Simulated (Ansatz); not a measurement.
**Al₂GaH (triplet): the correlation ladder, cc-pVDZ**

Aim: climb from Hartree-Fock through coupled cluster and multireference methods for Al₂GaH (triplet) at one geometry and basis, and see what each rung misses.

Method: cc-pVDZ, core rule «outside noble gas», up to 24 orbitals frozen; program: Ansatz 0.2.0, Gaussian basis.

The runs, in order: UHF; CCSD(T) on ROHF; CCSD(T) on UHF; BCCD(T) on ROHF; CISD as a restricted active space (open shells left free, so some higher excitations enter); CCSDT(Q) on ROHF; CCSDT(Q) on UHF; CASSCF and NEVPT2, 10 electrons in 10 orbitals.

34 further runs of the same task are left out: 2 for a known fault of the program, 16 that didn't finish, 16 set aside as unsound or not needed. Runs told in other sessions of the task aren't counted.

**1. What is computed**

The geometry is a PBE0/def2-TZVP stationary point (not a proven minimum). No spin-orbit coupling is included. The filled d shell of Ga may be among the frozen orbitals whatever the setting's name suggests.

4 atoms, charge 0, spin multiplicity 3.

Atoms are counted from 1 here; the program's logs count them from 0.

Bond lengths: Al1–Al2 2.585 Å, Al1–H4 1.925 Å, Al2–Ga3 2.597 Å, Al2–H4 1.870 Å. Angles: Al2–Al1–H4 46.2°, Al1–Al2–Ga3 98.6°, Al1–Al2–H4 48.0°, Ga3–Al2–H4 50.7°, Al1–H4–Al2 85.9°.

**2. UHF**

Input file in.yaml:

```yaml
crystal:
  periodic: [false, false, false]
  atoms:
    - {symbol: Al, position_ang: [0.000000, 0.651584, 2.580537]}
    - {symbol: Al, position_ang: [0.000000, -1.242085, 0.821113]}
    - {symbol: Ga, position_ang: [0.000000, 0.219542, -1.325862]}
    - {symbol: H, position_ang: [0.000000, 0.620606, 0.656125]}
basis:
  gaussian: {orbitals: cc-pVDZ}
magnetization: {spin_polarized: true, initial_magnetization: 2}
hamiltonian: {xc: hf}
output: {orbitals: {seedname: orbitals}}
```

Command:

```
ansatz run in.yaml --threads 1 --pin off --events-out ev --progress --plain --max-ram 2393MiB
```

The runs that follow: CCSD(T) on ROHF; CCSD(T) on UHF; BCCD(T) on ROHF; CISD as a restricted active space (open shells left free, so some higher excitations enter); CCSDT(Q) on ROHF; CCSDT(Q) on UHF; CASSCF and NEVPT2, 10 electrons in 10 orbitals.

Q: Predict the results of all the runs planned. Wanted: RCCSDT(Q) from the RHF energy; RMP2 from RCCSDT(Q); UMP2 from RCCSDT(Q); RCCSD from RCCSDT(Q); RCCSD(T) from RCCSDT(Q); UCCSD(T) from RCCSDT(Q); UCCSDT(Q) from RCCSDT(Q); T1 diagnostic.

**Answer**, as computed:

| quantity | value |
| --- | --- |
| RCCSDT(Q) from the ROHF energy | -5.9543 eV |
| RMP2 from RCCSDT(Q) | +136.7 kJ/mol |
| UMP2 from RCCSDT(Q) | +156.2 kJ/mol |
| RCCSD from RCCSDT(Q) | +38.5 kJ/mol |
| RCCSD(T) from RCCSDT(Q) | +8.3 kJ/mol |
| UCCSD(T) from RCCSDT(Q) | +8.9 kJ/mol |
| UCCSDT(Q) from RCCSDT(Q) | -0.4 kJ/mol |
| levels within 1 kcal/mol (43 meV) | RCCSDT, UCCSDT, UCCSDT(Q) |
| T1 diagnostic | 0.033 |

What this shows: RCCSD(T) lands +8.3 kJ/mol from the yardstick (1.4 % of the correlation energy). These misses are within one basis, not against nature; the frozen cores of restricted and unrestricted runs differ, which can shift their rows.

With open shells the CI space here admits some higher excitations, so it is larger than plain CISD.
